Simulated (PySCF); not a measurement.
# C₂H₅FSSi₂: geometry, spin-spin couplings

Aim: predict the spin-spin couplings of C₂H₅FSSi₂ (`C#C[Si@H](F)S[SiH3]`).

The runs use PySCF 2.14.0, with density-fitted response routines of our own; the level of theory stands in each step. All values are computed, except where a source is named. Atoms count from 0, in the outputs and in this text.

## 1. The starting structure

11 atoms, charge 0, multiplicity 1; geometry from: GFN2-xTB. The atoms were then displaced at random by about 0.01 Å, so the start is not that level's minimum.

Bonds of the start (Å): C0–C1 1.17, C1–Si2 1.84, Si2–F3 1.62, Si2–S4 2.16, S4–Si5 2.16, C0–H6 1.08, Si2–H7 1.42, Si5–H8 1.48, Si5–H9 1.45, Si5–H10 1.45.

## 2. Optimising the geometry at PBE0-D3(BJ)/def2-SVP

The job: settings as JSON, then the geometry in Å.

```
{"job": {"xc": "PBE0", "basis": "def2-SVP", "d3": "d3bj", "grid": 1, "shake": 0.01, "kind": "geom"}, "charge": 0, "multiplicity": 1}
C     -2.125290     1.563610    -0.496880
C     -1.718660     0.472400    -0.357550
Si    -0.977440    -1.198440    -0.192980
F     -0.872470    -1.493870     1.395250
S      1.041230    -1.204790    -0.965070
Si     2.063640     0.197910     0.324550
H     -2.533210     2.554980    -0.615840
H     -1.650450    -2.281170    -0.814300
H      2.058570    -0.330370     1.702850
H      3.393690     0.227840    -0.248240
H      1.358490     1.466080     0.252530
```

On the command line:

```
OMP_NUM_THREADS=1 python probes_run.py task.json out
```

This one command runs all jobs of the session in turn.

**Question.** This job is followed by: B3LYP/cc-pVTZ indirect spin-spin coupling, non-relativistic, gas phase; B3LYP/6-31G* indirect spin-spin coupling, non-relativistic, gas phase. What will the session give for the following? point group; rotational constants (main isotopes); largest coupling of the table (B3LYP/cc-pVTZ); range of J(Si2,F3), mean over like pairs.

The runs gave:

| quantity | value |
| --- | --- |
| point group | C1 |
| rotational constants (main isotopes) | 2.13, 1.51, 1.09 GHz |
| largest coupling of the table (B3LYP/cc-pVTZ) | 1J(Si,F) Si2–F3, 365.9 Hz |
| range of J(Si2,F3), mean over like pairs | 285.0 to 365.9 Hz |

What this shows: The start of the PBE0/def2-SVP relaxation was shaken at random by about 0.01 Å, so part of the energy gained, and of the first lengths quoted, undoes that. Relaxing lowered the energy by 0.270 eV in 10 steps; the close pair that moved most is Si2–H7, from 1.418 to 1.479 Å. Of the pairs tabulated at B3LYP/cc-pVTZ, Si2–F3 couples most strongly (365.9 Hz; Fermi contact 298.3 Hz). Couplings across rotatable bonds belong to this one conformer; where others are populated, the observed values are averages. The coupling Si2–F3, as a mean over pairs of its kind, runs from 285.0 Hz (B3LYP/6-31G*) to 365.9 Hz (B3LYP/cc-pVTZ). Couplings from bases without tight functions are rough.
